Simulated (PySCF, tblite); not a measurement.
**C4H9BN2: geometry, infrared bands, NMR shifts, spin-spin couplings and electronic excitations**

What infrared bands, NMR shifts, spin-spin couplings and electronic excitations should C4H9BN2 (`CC#CB(N)NC`) show?

The runs use tblite 0.8.0 and PySCF 2.14.0, with density-fitted response routines of our own; the level of theory stands in each step. All values are computed, except where a source is named. Atoms are numbered from 0 throughout.

## Step 1: The starting structure

16 atoms, charge 0, multiplicity 1; geometry from: force field or distance geometry start.

Bonds of the start (Å): C0–C1 1.48, C1–C2 1.19, C2–B3 1.57, B3–N4 1.52, B3–N5 1.54, N5–C6 1.43, C0–H7 1.11, C0–H8 1.09, C0–H9 1.11, N4–H10 1.05, N4–H11 1.03, N5–H12 1.03, C6–H13 1.11, C6–H14 1.11, C6–H15 1.11.

## Step 2: Geometry optimisation with GFN2-xTB

What the job is given:

```
{"job": {"kind": "relax", "xc": "GFN2-xTB", "basis": "xTB"}, "charge": 0, "multiplicity": 1}
C      3.566800     0.102600    -0.214900
C      2.090200     0.114800    -0.281900
C      0.898800     0.093200    -0.318400
B     -0.664800     0.089200    -0.400100
N     -1.237100     0.350600    -1.787500
N     -1.394600     0.826300     0.736600
C     -2.279700     0.000400     1.488500
H      3.980800     1.058700     0.170700
H      3.976600    -0.064300    -1.216200
H      3.870200    -0.701200     0.485400
H     -1.293900    -0.512100    -2.375900
H     -2.107300     0.898500    -1.780700
H     -1.848000     1.692100     0.398400
H     -2.424700     0.409300     2.505400
H     -1.856800    -1.023400     1.554400
H     -3.284200    -0.058400     1.024800
```

Run with:

```
> OMP_NUM_THREADS=1 python probes_run.py task.json out
```

One launch serves the whole session: the jobs run in the order shown.

**Question.** This job is followed by: GFN2-xTB harmonic vibrations, gas phase; PBE0-D3(BJ)/def2-SVP geometry optimisation, gas phase; GIAO PBE0/pcSseg-1 NMR shielding, non-relativistic, gas phase; B3LYP/pcJ-1 indirect spin-spin coupling, non-relativistic, gas phase; TDDFT wB97X-D/def2-SVPD, vertical, gas phase, core orbitals frozen in the response; GIAO CAM-B3LYP/pcSseg-1 NMR shielding, non-relativistic, gas phase. What will the session give for the following? strongest single infrared mode (GFN2-xTB); zero-point energy (GFN2-xTB); point group; rotational constants (main isotopes); 13C shifts against TMS (PBE0/pcSseg-1); 1H shifts against TMS (PBE0/pcSseg-1, means over atoms taken as alike); 11B shifts against BF3·OEt2 (PBE0/pcSseg-1); 15N shifts against NH3 (PBE0/pcSseg-1); surface potential, 1st and 99th percentile; largest coupling of the table (B3LYP/pcJ-1); lowest singlet (wB97X-D/def2-SVPD); brightest single state of those computed; lowest triplet; vertical ionisation energy (ΔSCF); range of the shift of B3.

As calculated:

| quantity | value |
| --- | --- |
| strongest single infrared mode (GFN2-xTB) | 1455 cm⁻¹, 243 km/mol |
| zero-point energy (GFN2-xTB) | 81.5 kcal/mol |
| point group | C1 |
| rotational constants (main isotopes) | 3.68, 1.47, 1.07 GHz |
| 13C shifts against TMS (PBE0/pcSseg-1) | 104.4, 87.9, 32.8, 5.6 ppm |
| 1H shifts against TMS (PBE0/pcSseg-1, means over atoms taken as alike) | 2.90, 1.93, 1.91, 1.57 ppm |
| 11B shifts against BF3·OEt2 (PBE0/pcSseg-1) | 19.5 ppm |
| 15N shifts against NH3 (PBE0/pcSseg-1) | 76.5, 66.5 ppm |
| surface potential, 1st and 99th percentile | -1.21 V and 1.47 V |
| largest coupling of the table (B3LYP/pcJ-1) | 1J(C,C) C1–C2, 163.5 Hz |
| lowest singlet (wB97X-D/def2-SVPD) | 5.80 eV (214 nm), f = 0.000 |
| brightest single state of those computed | state 4, 6.55 eV, f = 0.138 |
| lowest triplet | 4.94 eV |
| vertical ionisation energy (ΔSCF) | 8.53 eV |
| range of the shift of B3 | 19.5 to 21.6 ppm |

Over 104 steps the energy fell by 1.740 eV; of the close pairs, B3–N5 changed most, 1.539 to 1.406 Å (GFN2-xTB). The lowest mode is slightly imaginary (13i cm⁻¹), a soft motion within the noise of the Hessian, so the minimum is not strictly shown. The strongest single mode, at 1455 cm⁻¹, is carried by N5, B3, H12, H13. Unscaled tight-binding wavenumbers are off by several per cent, some by more. Its intensities can rank the bands wrongly. Over 8 steps the energy fell by 0.216 eV; of the close pairs, C2–B3 changed most, 1.474 to 1.548 Å (PBE0/def2-SVP). In the run at B3LYP/pcJ-1, the largest coupling of the table is C1–C2, 163.5 Hz, of which the Fermi-contact term gives 157.3 Hz. Couplings across rotatable bonds belong to this one conformer; where others are populated, the observed values are averages. The first singlet state (HOMO−2→LUMO+1 0.94) lies at 5.80 eV and is dark; of the 10 states computed, the strongest absorption comes from state 4 at 6.55 eV. The lowest triplet lies 0.87 eV below the lowest singlet (triplets in Tamm-Dancoff, singlets in full TDDFT). The orbital energy would give 8.36 eV for ionisation, ΔSCF gives 8.53 eV. In ppm, B3 moves most: its shift spreads over 2.1 ppm, from 19.5 (PBE0/pcSseg-1) to 21.6 (CAM-B3LYP/pcSseg-1).
